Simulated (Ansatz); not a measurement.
# C₄H₉F₂In: how energies converge with the basis set

One table from this session's results is given with a row withheld; the runs are named, their logs left out.

The runs use Ansatz 0.2.0, Gaussian basis; one geometry, several basis sets.

Levels to be run: PBE0-D4/def2-SVP; ωB97M-V/def2-SVP; PBE0-D4/def2-QZVPP; ωB97M-V/def2-QZVPP; the functionals' def2-TZVPP values are taken from earlier runs.

1 further run of the same task is left out (it didn't finish). Runs told in other sessions of the task aren't counted.

## The geometry

An earlier PBE0-D4 in a triple-zeta def2 set relaxation fixed the geometry. In takes the def2 core potential; no spin-orbit term is included.

SMILES `CC(C)[CH2][In]([F])[F]`, 16 atoms, charge 0, spin multiplicity 1.

Atoms are counted from 1 here; the program's logs count them from 0.

Bond lengths: C1–C2 1.521 Å, C1–H8 1.097 Å, C1–H9 1.093 Å, C1–H10 1.092 Å, C2–C3 1.521 Å, C2–C4 1.522 Å, C2–H11 1.099 Å, C3–H12 1.097 Å, C3–H13 1.092 Å, C3–H14 1.093 Å, C4–In5 2.142 Å, C4–H15 1.093 Å, C4–H16 1.093 Å, In5–F6 1.953 Å, In5–F7 1.945 Å. Angles: C2–C1–H8 110.7°, C2–C1–H9 111.6°, C2–C1–H10 111.1°, H8–C1–H9 108.3°, H8–C1–H10 107.0°, H9–C1–H10 107.8°, C1–C2–C3 111.0°, C1–C2–C4 111.7°, C1–C2–H11 107.9°, C3–C2–C4 111.8°, C3–C2–H11 107.9°, C4–C2–H11 106.3°, C2–C3–H12 110.8°, C2–C3–H13 111.1°, C2–C3–H14 111.6°, H12–C3–H13 107.0°, H12–C3–H14 108.3°, H13–C3–H14 107.8° and more.

The first run:

File in.yaml:

```yaml
crystal:
  periodic: [false, false, false]
  atoms:
    - {symbol: C, position_ang: [-1.557698, -0.119295, 0.448704]}
    - {symbol: C, position_ang: [-0.262669, -0.852843, 0.137297]}
    - {symbol: C, position_ang: [0.737080, -0.702039, 1.273046]}
    - {symbol: C, position_ang: [0.326509, -0.414034, -1.195296]}
    - {symbol: In, position_ang: [0.846976, 1.663234, -1.206044]}
    - {symbol: F, position_ang: [0.627482, 2.884292, 0.301770]}
    - {symbol: F, position_ang: [1.605515, 2.722599, -2.650699]}
    - {symbol: H, position_ang: [-1.368312, 0.948366, 0.615760]}
    - {symbol: H, position_ang: [-2.281172, -0.217268, -0.364890]}
    - {symbol: H, position_ang: [-2.021803, -0.507915, 1.357900]}
    - {symbol: H, position_ang: [-0.496637, -1.922088, 0.033333]}
    - {symbol: H, position_ang: [0.962263, 0.355958, 1.455136]}
    - {symbol: H, position_ang: [0.337909, -1.108921, 2.204800]}
    - {symbol: H, position_ang: [1.674431, -1.220745, 1.055697]}
    - {symbol: H, position_ang: [1.242542, -0.956019, -1.442856]}
    - {symbol: H, position_ang: [-0.372408, -0.553282, -2.023657]}
basis:
  gaussian: {orbitals: def2-SVP}
hamiltonian: {xc: pbe0, dispersion: d4}
output: {orbitals: {seedname: orbitals}}
```

Launch:

```console
> ansatz run in.yaml --threads 4 --pin off --events-out ev --progress --plain --max-ram 11315MiB
```

Steps of the session up to this table: PBE0-D4 in def2-SVP; ωB97M-V in def2-SVP; PBE0-D4 in def2-QZVPP; ωB97M-V in def2-QZVPP.

One table of the session follows, with a row left open; its other results are not shown here.

It belongs to the step «Density functionals: the series». 

```
functional       basis  HOMO (eV)
   PBE0-D4    def2-SVP      -8.43
   PBE0-D4  def2-TZVPP      -8.51
   PBE0-D4  def2-QZVPP      -8.52
   ωB97M-V    def2-SVP     -10.60
   ωB97M-V  def2-TZVPP     -10.69
   ωB97M-V  def2-QZVPP          ?
```

**Question.** Estimate the row for ωB97M-V, def2-QZVPP.

As computed: HOMO (eV): -10.71. In the column «HOMO (eV)» it is the lowest.
